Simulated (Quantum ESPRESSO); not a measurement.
# NbTe (P-6m2) in Quantum ESPRESSO: equation of state

Aim: energy against volume of NbTe in PBEsol, for its equilibrium volume and stiffness.

Program: Quantum ESPRESSO 7.5. These are calculated values, not measurements. Logs are shortened: lines on timing, memory, paths and dates and some standing lists are left out, and cuts for length are marked.

### 1 The crystal as given

Symmetry: P-6m2, No. 187, hexagonal system. The conventional cell has a = 3.703 Å, b = 3.703 Å, c = 3.694 Å, α = 90.00°, β = 90.00°, γ = 120.00°. Te (site symmetry -6m2) has 6 Nb at 2.83 Å as nearest neighbours. Around Nb (site symmetry -6m2) lie 6 Te at 2.83 Å.

The cell comes from a database or a generator and needn't be the stable form of this composition.

### 2 Single point, PBEsol, 20.62 Å³/atom

File pw.in:

```
&CONTROL
  calculation = 'scf'
  prefix = 'pwscf'
  outdir = './tmp'
  pseudo_dir = './pseudo'
  tprnfor = .true.
  tstress = .true.
  disk_io = 'nowf'
/
&SYSTEM
  ibrav = 0
  nat = 2
  ntyp = 2
  ecutwfc = 45
  ecutrho = 360
  nbnd = 16
  occupations = 'smearing'
  smearing = 'fd'
  degauss = 0.00367493
/
&ELECTRONS
  conv_thr = 4d-10
  electron_maxstep = 120
  mixing_beta = 0.5
/
ATOMIC_SPECIES
Te   127.6000 te_pbesol_v1.uspp.F.UPF
Nb    92.9064 nb_pbesol_v1.uspp.F.UPF
CELL_PARAMETERS angstrom
   3.6273822700    0.0000000000    0.0000000000
  -1.8136911350    3.1414051951    0.0000000000
   0.0000000000    0.0000000000    3.6187977783
ATOMIC_POSITIONS crystal
Te     0.6666666667    0.3333333333    0.0000000000
Nb     0.0000000000    0.0000000000    0.5000000000
K_POINTS automatic
8 8 7 0 0 0
```

Potentials or basis: GBRV 1.5 PBEsol.

The run is started by

```bash
$ OMP_NUM_THREADS=1 mpirun -n 2 pw.x -nk 2 -in pw.in > pw.out
```

pw.out:

```text
This program is part of the open-source Quantum ESPRESSO suite
     for quantum simulation of materials; please cite
         "P. Giannozzi et al., J. Phys.:Condens. Matter 21 395502 (2009);
         "P. Giannozzi et al., J. Phys.:Condens. Matter 29 465901 (2017);
         "P. Giannozzi et al., J. Chem. Phys. 152 154105 (2020);
     in publications or presentations arising from this work. More details at

     Message from routine setup:
     using ibrav=0 with symmetry is DISCOURAGED, use correct ibrav instead

     K-points division:     npool     =       2
     Subspace diagonalization in iterative solution of the eigenvalue problem:
     a serial algorithm will be used

     G-vector sticks info
     --------------------
     sticks:   dense  smooth     PW     G-vecs:    dense   smooth      PW
     Sum        1159     583    169                32267    11447    1865

     Using Slab Decomposition

     bravais-lattice index     =            0
     lattice parameter (alat)  =       6.8548  a.u.
     unit-cell volume          =     278.2776 (a.u.)^3
     number of atoms/cell      =            2
     number of atomic types    =            2
     number of electrons       =        19.00
     number of Kohn-Sham states=           16
     kinetic-energy cutoff     =      45.0000  Ry
     charge density cutoff     =     360.0000  Ry
     scf convergence threshold =      4.0E-10
     mixing beta               =       0.5000
     number of iterations used =            8  plain     mixing
     Exchange-correlation= SLA  PW   PSX  PSC
                           (   1   4  10   8   0   0   0)

     celldm(1)=   6.854759  celldm(2)=   0.000000  celldm(3)=   0.000000
     celldm(4)=   0.000000  celldm(5)=   0.000000  celldm(6)=   0.000000

     crystal axes: (cart. coord. in units of alat)
               a(1) = (   1.000000   0.000000   0.000000 )
               a(2) = (  -0.500000   0.866025   0.000000 )
               a(3) = (   0.000000   0.000000   0.997633 )

     reciprocal axes: (cart. coord. in units 2 pi/alat)
               b(1) = (  1.000000  0.577350 -0.000000 )
               b(2) = (  0.000000  1.154701  0.000000 )
               b(3) = (  0.000000 -0.000000  1.002372 )

     PseudoPot. # 1 for Te read from file:
     te_pbesol_v1.uspp.F.UPF
     Pseudo is Ultrasoft + core correction, Zval =  6.0
     Generated by new atomic code, or converted to UPF format
     Using radial grid of  891 points,  5 beta functions with:
                l(1) =   0
                l(2) =   0
                l(3) =   1
                l(4) =   1
                l(5) =   2
     Q(r) pseudized with  6 coefficients,  rinner =    1.800   1.800   1.800
                                                       1.800   1.800

     PseudoPot. # 2 for Nb read from file:
     nb_pbesol_v1.uspp.F.UPF
     Pseudo is Ultrasoft + core correction, Zval = 13.0
     Generated by new atomic code, or converted to UPF format
     Using radial grid of  887 points,  6 beta functions with:
                l(1) =   0
                l(2) =   0
                l(3) =   1
                l(4) =   1
                l(5) =   2
                l(6) =   2
     Q(r) pseudized with  6 coefficients,  rinner =    1.000   1.000   1.000
                                                       1.000   1.000

     atomic species   valence    mass     pseudopotential
     Te                6.00   127.60000     Te( 1.00)
     Nb               13.00    92.90640     Nb( 1.00)

     12 Sym. Ops. (no inversion) found

   Cartesian axes

     site n.     atom                  positions (alat units)
         1        Te     tau(   1) = (   0.5000000   0.2886751   0.0000000  )
         2        Nb     tau(   2) = (   0.0000000   0.0000000   0.4988167  )

     number of k points=    40  Fermi-Dirac smearing, width (Ry)=  0.0037
                       cart. coord. in units 2pi/alat
        k(    1) = (   0.0000000   0.0000000   0.0000000), wk =   0.0044643
        k(    2) = (   0.0000000   0.0000000   0.1431960), wk =   0.0089286
        k(    3) = (   0.0000000   0.0000000   0.2863921), wk =   0.0089286
        k(    4) = (   0.0000000   0.0000000   0.4295881), wk =   0.0089286
        k(    5) = (   0.0000000   0.1443376   0.0000000), wk =   0.0267857
        k(    6) = (   0.0000000   0.1443376   0.1431960), wk =   0.0535714
[... 32 lines left out ...]
        k(   39) = (   0.2500000   0.5773503   0.2863921), wk =   0.0535714
        k(   40) = (   0.2500000   0.5773503   0.4295881), wk =   0.0535714

     Dense  grid:    32267 G-vectors     FFT dimensions: (  45,  45,  45)

     Smooth grid:    11447 G-vectors     FFT dimensions: (  30,  30,  30)

     Initial potential from superposition of free atoms

     starting charge      18.9973, renormalised to      19.0000
     Starting wfcs are   17 randomized atomic wfcs

     Self-consistent Calculation

     iteration #  1     ecut=    45.00 Ry     beta= 0.50
     Davidson diagonalization with overlap
     ethr =  1.00E-02,  avg # of iterations =  4.7

     Threshold (ethr) on eigenvalues was too large:
     Diagonalizing with lowered threshold

     Davidson diagonalization with overlap
     ethr =  4.57E-04,  avg # of iterations =  1.4

     total energy              =    -144.36552614 Ry
     estimated scf accuracy    <       0.09165163 Ry

     iteration #  2     ecut=    45.00 Ry     beta= 0.50
     Davidson diagonalization with overlap
     ethr =  4.82E-04,  avg # of iterations =  2.4

     total energy              =    -144.38531527 Ry
     estimated scf accuracy    <       0.02470403 Ry

     iteration #  3     ecut=    45.00 Ry     beta= 0.50
     Davidson diagonalization with overlap
     ethr =  1.30E-04,  avg # of iterations =  1.6

     total energy              =    -144.39005097 Ry
     estimated scf accuracy    <       0.00156367 Ry

     iteration #  4     ecut=    45.00 Ry     beta= 0.50
     Davidson diagonalization with overlap
     ethr =  8.23E-06,  avg # of iterations =  4.5

     total energy              =    -144.39016183 Ry
     estimated scf accuracy    <       0.00009395 Ry

     iteration #  5     ecut=    45.00 Ry     beta= 0.50
     Davidson diagonalization with overlap
     ethr =  4.94E-07,  avg # of iterations =  2.1

[... 49 lines left out ...]

   -40.6255 -16.9083 -16.6875 -16.6676   0.5359  10.2690  10.8734  11.6916
    12.8855  14.4499  15.1374  17.0966  17.6430  19.5153  21.0860  22.7427

          k = 0.0000 0.1443 0.2864 (  1418 PWs)   bands (ev):

   -40.6225 -16.9713 -16.6806 -16.6615   1.0791   8.5382  11.1850  11.7591
    13.3729  13.9272  14.8708  17.1029  17.7456  20.3404  21.7899  23.3508

          k = 0.0000 0.1443 0.4296 (  1416 PWs)   bands (ev):

   -40.6200 -17.0212 -16.6752 -16.6566   1.6298   7.3116  11.4651  11.7073
    13.4006  13.9113  15.5259  16.3868  17.2225  21.0386  22.1203  23.5056

          k = 0.0000 0.2887 0.0000 (  1417 PWs)   bands (ev):

   -40.6225 -16.8696 -16.7533 -16.6847   0.8907   9.1906  11.3916  11.8796
    12.0985  14.8074  15.6032  16.5394  16.8455  19.4968  22.0668  23.6046

          k = 0.0000 0.2887 0.1432 (  1417 PWs)   bands (ev):

   -40.6212 -16.8966 -16.7491 -16.6817   1.0586   9.3034  10.4093  11.7280
    12.5597  14.5336  15.7969  16.5897  17.2018  20.0984  21.7532  23.2675

          k = 0.0000 0.2887 0.2864 (  1421 PWs)   bands (ev):

   -40.6181 -16.9565 -16.7399 -16.6749   1.4783   8.7738   9.8912  11.3593
    12.9664  14.4477  15.3153  17.0389  18.0677  20.0431  22.0647  23.7953

          k = 0.0000 0.2887 0.4296 (  1422 PWs)   bands (ev):

   -40.6157 -17.0038 -16.7326 -16.6695   1.8773   7.8600  10.1930  11.0663
    13.0117  14.5988  15.6579  16.4623  18.3182  20.7154  21.7793  23.8528

          k = 0.0000 0.4330 0.0000 (  1408 PWs)   bands (ev):

   -40.6181 -16.8593 -16.8151 -16.6990   1.6028   7.8369  10.9354  11.9881
    12.1027  14.6430  15.8889  16.2496  17.7412  19.1803  21.6162  24.0101

          k = 0.0000 0.4330 0.1432 (  1419 PWs)   bands (ev):

   -40.6168 -16.8849 -16.8099 -16.6958   1.7087   7.9664  10.3439  11.6695
    12.4099  14.9385  15.9267  16.7006  16.9145  20.5819  20.6890  23.9188

          k = 0.0000 0.4330 0.2864 (  1413 PWs)   bands (ev):

   -40.6138 -16.9415 -16.7984 -16.6884   1.9582   8.2342   9.5187  10.9869
    12.9288  15.3139  15.4059  17.1816  17.8590  19.2020  21.5005  24.0108

          k = 0.0000 0.4330 0.4296 (  1422 PWs)   bands (ev):

   -40.6114 -16.9864 -16.7893 -16.6824   2.1726   8.3301   9.1278  10.5725
    13.0503  15.5343  15.7810  16.8907  18.8820  19.0980  20.3943  22.3454

          k = 0.0000-0.5774 0.0000 (  1432 PWs)   bands (ev):

   -40.6164 -16.8551 -16.8405 -16.7050   1.9762   7.2344  10.7775  11.8440
    12.1828  14.5777  16.1975  16.4996  18.0350  18.8192  20.8243  24.1647

          k = 0.0000-0.5774 0.1432 (  1400 PWs)   bands (ev):

   -40.6150 -16.8798 -16.8349 -16.7015   2.0438   7.3876  10.2930  11.6238
    12.3439  15.2748  16.0959  16.3877  17.2296  19.6778  21.0959  23.6110

          k = 0.0000-0.5774 0.2864 (  1416 PWs)   bands (ev):

   -40.6120 -16.9352 -16.8226 -16.6939   2.1948   7.7824   9.5728  10.8437
    13.0518  15.3999  15.9175  17.1249  17.4784  19.0528  20.9365  23.8917

          k = 0.0000-0.5774 0.4296 (  1416 PWs)   bands (ev):

   -40.6096 -16.9791 -16.8126 -16.6878   2.3152   8.3014   8.9087  10.3946
    13.3063  15.8564  16.0812  17.0146  18.1077  19.2058  19.6697  21.7607

          k = 0.1250 0.2165 0.0000 (  1415 PWs)   bands (ev):

   -40.6238 -16.8726 -16.7322 -16.6833   0.7131   9.6649  11.5493  11.5648
    12.2111  14.7891  15.7388  16.6139  16.6177  20.0210  21.0870  23.7463

          k = 0.1250 0.2165 0.1432 (  1420 PWs)   bands (ev):

   -40.6225 -16.9001 -16.7284 -16.6804   0.8948   9.8303  10.3458  11.5034
    12.8285  14.3193  15.9113  16.4803  17.3082  20.8366  20.9197  23.1989

          k = 0.1250 0.2165 0.2864 (  1418 PWs)   bands (ev):

   -40.6194 -16.9608 -16.7199 -16.6737   1.3544   8.7623  10.2387  11.3283
    13.1768  14.1346  15.4374  16.8086  18.0274  20.8814  21.9042  22.5977

          k = 0.1250 0.2165 0.4296 (  1419 PWs)   bands (ev):

   -40.6170 -17.0089 -16.7132 -16.6684   1.8010   7.7027  10.5665  11.1915
    13.0885  14.3856  15.7221  16.2724  18.0585  21.3806  22.1252  23.1191

          k = 0.1250 0.3608 0.0000 (  1421 PWs)   bands (ev):

   -40.6194 -16.8624 -16.7882 -16.7039   1.3652   8.4502  11.0947  11.1228
    12.7619  14.4856  15.3286  16.4282  17.7863  19.9335  22.3377  23.9012

          k = 0.1250 0.3608 0.1432 (  1418 PWs)   bands (ev):

   -40.6181 -16.8883 -16.7834 -16.7006   1.4933   8.6051  10.2734  11.0939
    12.9551  14.4162  15.9777  16.5856  17.2480  20.8346  21.6274  23.5220

          k = 0.1250 0.3608 0.2864 (  1414 PWs)   bands (ev):

   -40.6151 -16.9459 -16.7729 -16.6931   1.8034   8.7773   9.3542  10.7620
    13.0495  14.8424  15.8247  16.8078  17.9566  20.0024  22.3366  22.8302

          k = 0.1250 0.3608 0.4296 (  1419 PWs)   bands (ev):

   -40.6127 -16.9915 -16.7645 -16.6870   2.0820   8.2553   9.3950  10.6372
    12.9530  15.2629  15.8967  16.5420  18.8209  19.9219  21.2680  21.8748

          k = 0.1250 0.5052 0.0000 (  1417 PWs)   bands (ev):
[... 29 lines left out ...]
          k = 0.2500 0.4330 0.2864 (  1420 PWs)   bands (ev):

   -40.6120 -16.9353 -16.7923 -16.7247   2.1781   8.5330   9.1757   9.9842
    13.2633  15.5058  16.2250  16.6359  17.8407  19.7245  21.4288  23.0587

          k = 0.2500 0.4330 0.4296 (  1418 PWs)   bands (ev):

   -40.6096 -16.9791 -16.7832 -16.7177   2.3258   8.5696   8.6843  10.2383
    13.1974  16.1009  16.3404  16.6596  18.1154  19.1322  20.2084  22.0269

          k = 0.2500 0.5774 0.0000 (  1418 PWs)   bands (ev):

   -40.6151 -16.8521 -16.8119 -16.7565   2.2047   7.7867   9.4227  10.8529
    13.7970  14.1585  15.2290  15.6390  19.6326  21.0336  23.3976  23.6336

          k = 0.2500 0.5774 0.1432 (  1412 PWs)   bands (ev):

   -40.6137 -16.8764 -16.8067 -16.7524   2.2493   8.0203   9.2954  10.3577
    13.4312  15.0184  15.5433  15.9403  18.7970  21.1817  22.3441  23.3616

          k = 0.2500 0.5774 0.2864 (  1414 PWs)   bands (ev):

   -40.6108 -16.9308 -16.7950 -16.7431   2.3537   8.3091   9.3896   9.4940
    13.4227  15.7223  16.3253  16.6590  18.0135  19.1858  21.0399  23.4474

          k = 0.2500 0.5774 0.4296 (  1416 PWs)   bands (ev):

   -40.6084 -16.9740 -16.7856 -16.7357   2.4426   8.2396   8.8412  10.0821
    13.5103  16.0483  16.7287  17.2077  17.4932  18.4918  19.5639  22.7791

     the Fermi energy is    14.8261 ev

!    total energy              =    -144.39017429 Ry
     estimated scf accuracy    <          1.3E-10 Ry
     smearing contrib. (-TS)   =      -0.00079748 Ry
     internal energy E=F+TS    =    -144.38937681 Ry

     The total energy is F=E-TS. E is the sum of the following terms:
     one-electron contribution =     -27.91864094 Ry
     hartree contribution      =      23.24721512 Ry
     xc contribution           =     -32.90059805 Ry
     ewald contribution        =    -106.81735294 Ry

     convergence has been achieved in   8 iterations

     Forces acting on atoms (cartesian axes, Ry/au):

     atom    1 type  1   force =     0.00000000    0.00000000    0.00000000
     atom    2 type  2   force =     0.00000000    0.00000000    0.00000000

     Total force =     0.000000     Total SCF correction =     0.000000

     Computing stress (Cartesian axis) and pressure

          total   stress  (Ry/bohr**3)                   (kbar)     P=       35.69
   0.00019161  -0.00000000   0.00000000           28.19       -0.00        0.00
   0.00000000   0.00019161  -0.00000000            0.00       28.19       -0.00
   0.00000000  -0.00000000   0.00034471            0.00       -0.00       50.71

=------------------------------------------------------------------------------=
   JOB DONE.
=------------------------------------------------------------------------------=
```

It took 9.1 s on 2 MPI ranks of Arm Neoverse V1, shared host; peak memory 0.26 GiB.

What came out:

```yaml
Free_energy: -1964.5284 eV
Pressure: 3.6 GPa
Band_gap_on_the_k_mesh: none (metal or under the smearing width)
```

### 3 Single point, PBEsol, 21.06 Å³/atom

pw.in: that of step 2 with these lines changed.

```diff
@@ -29,5 +29,5 @@
 CELL_PARAMETERS angstrom
-   3.6273822700    0.0000000000    0.0000000000
-  -1.8136911350    3.1414051951    0.0000000000
-   0.0000000000    0.0000000000    3.6187977783
+   3.6529280573    0.0000000000    0.0000000000
+  -1.8264640286    3.1635284958    0.0000000000
+   0.0000000000    0.0000000000    3.6442831093
 ATOMIC_POSITIONS crystal
```

Potentials or basis: GBRV 1.5 PBEsol.

The run is started by

```bash
$ OMP_NUM_THREADS=1 mpirun -n 2 pw.x -nk 2 -in pw.in > pw.out
```

It took 9.1 s on 2 MPI ranks of Arm Neoverse V1, shared host; peak memory 0.26 GiB.

Results (log left out):

```
Free energy            : -1964.5401 eV
Pressure               : 0.5 GPa
Band gap on the k mesh : none (metal or under the smearing width)
```

### 4 Single point, PBEsol, 21.50 Å³/atom

pw.in: that of step 3 with these lines changed.

```diff
@@ -29,5 +29,5 @@
 CELL_PARAMETERS angstrom
-   3.6529280573    0.0000000000    0.0000000000
-  -1.8264640286    3.1635284958    0.0000000000
-   0.0000000000    0.0000000000    3.6442831093
+   3.6781214607    0.0000000000    0.0000000000
+  -1.8390607303    3.1853466232    0.0000000000
+   0.0000000000    0.0000000000    3.6694168905
 ATOMIC_POSITIONS crystal
```

The run is started by

```bash
$ OMP_NUM_THREADS=1 mpirun -n 2 pw.x -nk 2 -in pw.in > pw.out
```

Wall time 9.3 s (2 MPI ranks of Arm Neoverse V1, shared host); peak memory 0.26 GiB.

Results (log left out):

```yaml
Free_energy: -1964.5357 eV
Pressure: -2.3 GPa
Band_gap_on_the_k_mesh: none (metal or under the smearing width)
```

### 5 Single point, PBEsol, 21.93 Å³/atom

pw.in: that of step 4 with these lines changed.

```diff
@@ -29,5 +29,5 @@
 CELL_PARAMETERS angstrom
-   3.6781214607    0.0000000000    0.0000000000
-  -1.8390607303    3.1853466232    0.0000000000
-   0.0000000000    0.0000000000    3.6694168905
+   3.7029743866    0.0000000000    0.0000000000
+  -1.8514871933    3.2068698884    0.0000000000
+   0.0000000000    0.0000000000    3.6942110000
 ATOMIC_POSITIONS crystal
```

The run is started by

```bash
$ OMP_NUM_THREADS=1 mpirun -n 2 pw.x -nk 2 -in pw.in > pw.out
```

Run time: 9.4 s. Hardware: 2 MPI ranks of Arm Neoverse V1, shared host; peak memory 0.28 GiB.

The run converged. Its results:

| Property | Result |
| --- | --- |
| Free energy | -1964.5171 eV |
| Pressure | -4.7 GPa |
| Band gap on the k mesh | none (metal or under the smearing width) |

### 6 Single point, PBEsol, 22.37 Å³/atom

pw.in: that of step 5 with these lines changed.

```diff
@@ -29,5 +29,5 @@
 CELL_PARAMETERS angstrom
-   3.7029743866    0.0000000000    0.0000000000
-  -1.8514871933    3.2068698884    0.0000000000
-   0.0000000000    0.0000000000    3.6942110000
+   3.7274981105    0.0000000000    0.0000000000
+  -1.8637490552    3.2281080563    0.0000000000
+   0.0000000000    0.0000000000    3.7186766865
 ATOMIC_POSITIONS crystal
```

Potentials or basis: GBRV 1.5 PBEsol.

The run is started by

```bash
$ OMP_NUM_THREADS=1 mpirun -n 2 pw.x -nk 2 -in pw.in > pw.out
```

Run time: 8.7 s. Hardware: 2 MPI ranks of Arm Neoverse V1, shared host; peak memory 0.28 GiB.

It converged, with:

```
Free energy            : -1964.4857 eV
Pressure               : -6.9 GPa
Band gap on the k mesh : none (metal or under the smearing width)
```

### 7 Single point, PBEsol, 22.81 Å³/atom

pw.in: that of step 6 with these lines changed.

```diff
@@ -29,5 +29,5 @@
 CELL_PARAMETERS angstrom
-   3.7274981105    0.0000000000    0.0000000000
-  -1.8637490552    3.2281080563    0.0000000000
-   0.0000000000    0.0000000000    3.7186766865
+   3.7517033219    0.0000000000    0.0000000000
+  -1.8758516609    3.2490703843    0.0000000000
+   0.0000000000    0.0000000000    3.7428246143
 ATOMIC_POSITIONS crystal
```

The run is started by

```bash
$ OMP_NUM_THREADS=1 mpirun -n 2 pw.x -nk 2 -in pw.in > pw.out
```

Run time: 8.8 s. Hardware: 2 MPI ranks of Arm Neoverse V1, shared host; peak memory 0.28 GiB.

It converged, with:

| Quantity | Value |
| --- | --- |
| Free energy | -1964.4432 eV |
| Pressure | -8.8 GPa |
| Band gap on the k mesh | none (metal or under the smearing width) |

### 8 Single point, PBEsol, 23.25 Å³/atom

pw.in: that of step 7 with these lines changed.

```diff
@@ -29,5 +29,5 @@
 CELL_PARAMETERS angstrom
-   3.7517033219    0.0000000000    0.0000000000
-  -1.8758516609    3.2490703843    0.0000000000
-   0.0000000000    0.0000000000    3.7428246143
+   3.7756001657    0.0000000000    0.0000000000
+  -1.8878000828    3.2697656581    0.0000000000
+   0.0000000000    0.0000000000    3.7666649043
 ATOMIC_POSITIONS crystal
```

The run is started by

```bash
$ OMP_NUM_THREADS=1 mpirun -n 2 pw.x -nk 2 -in pw.in > pw.out
```

Wall time 8.8 s (2 MPI ranks of Arm Neoverse V1, shared host); peak memory 0.28 GiB.

It converged, with:

| Item | Value |
| --- | --- |
| Free energy | -1964.3906 eV |
| Pressure | -10.6 GPa |
| Band gap on the k mesh | none (metal or under the smearing width) |

### 9 Equation of state, PBEsol

Potentials or basis: GBRV 1.5 PBEsol.

This step only gathers the single runs of the series.

Results:

* Equilibrium volume: 21.15 Å³/atom
* Bulk modulus at fixed shape and positions: 138 GPa
* Pressure derivative of the bulk modulus: 4.7

Energy against volume, from the lowest point:
| volume (Å³/atom) | energy (meV/atom) |
| --- | --- |
| 20.618 | 5.83 |
| 21.057 | 0.00 |
| 21.496 | 2.19 |
| 21.934 | 11.50 |
| 22.373 | 27.17 |
| 22.812 | 48.44 |
| 23.250 | 74.72 |

Caveat: the cell was scaled at fixed shape and fractional positions, which overstates the stiffness of a crystal with free parameters, most of all of layers and chains. Spin-orbit coupling is left out, which matters for the levels of Te.
